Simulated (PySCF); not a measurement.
# HO4W (W(O)3(OH)-): the cost of one run

Method: B3LYP, W def2-SVP with ECP60, O def2-SVP, H def2-SVP; scalar-relativistic core potentials, no spin–orbit coupling; program: PySCF 2.14.0.

2 further runs of the same task are left out: 2 for a known fault of the program. Runs told in other sessions of the task aren't counted.

## Step 1: Starting geometry

6 atoms, charge -1, spin multiplicity 1.

Bond lengths: W1–O2 1.759 Å, W1–O3 1.759 Å, W1–O4 1.758 Å, W1–O5 1.961 Å, O5–H6 0.966 Å. Angles: O2–W1–O3 108.9°, O2–W1–O4 110.7°, O2–W1–O5 109.0°, O3–W1–O4 110.7°, O3–W1–O5 109.0°, O4–W1–O5 108.5°, W1–O5–H6 115.9°.

Geometry (Å):

```xyz
6

W     0.0121   -0.0121   -0.0525
O     0.9454    1.0785    0.9643
O    -1.0785   -0.9454    0.9643
O     1.0756   -1.0756   -0.9620
O    -1.0443    1.0443   -1.3221
H    -1.6692    1.6692   -0.9326
```

Formal oxidation states: W +6. An earlier session relaxed this geometry at B3LYP, W def2-SVP with ECP60, O def2-SVP, H def2-SVP (singlet, point group Cs).

Its energy there is -368.642443 Eh.

## Step 2: Multiplicity 3 at the relaxed geometry

Input file run.py (the lines that set the calculation):

```python
mol = gto.M(atom='''
W      0.01208    -0.01208    -0.05250
O      0.94539     1.07854     0.96425
O     -1.07854    -0.94539     0.96425
O      1.07559    -1.07559    -0.96202
O     -1.04434     1.04434    -1.32214
H     -1.66924     1.66924    -0.93262''',
    basis={'W': 'def2-SVP', 'O': 'def2-SVP', 'H': 'def2-SVP'},
    ecp={'W': 'def2-SVP'},
    charge=-1, spin=2)
mf = dft.UKS(mol, xc='B3LYP')
mf.grids.atom_grid = (50, 194)
mf = mf.density_fit()  # fitting sets: W def2-universal-JKFIT, O def2-universal-JKFIT, H def2-universal-JKFIT
mf.conv_tol = 1e-08; mf.max_cycle = 55
mf.kernel(dm0)  # dm0: free metal ions and neutral atoms
```

On the command line:

```bash
> OMP_NUM_THREADS=2 python run.py
```

**Question.** How long does this run take on 2 threads of Arm Neoverse V2, shared host?

About 3.7 s.
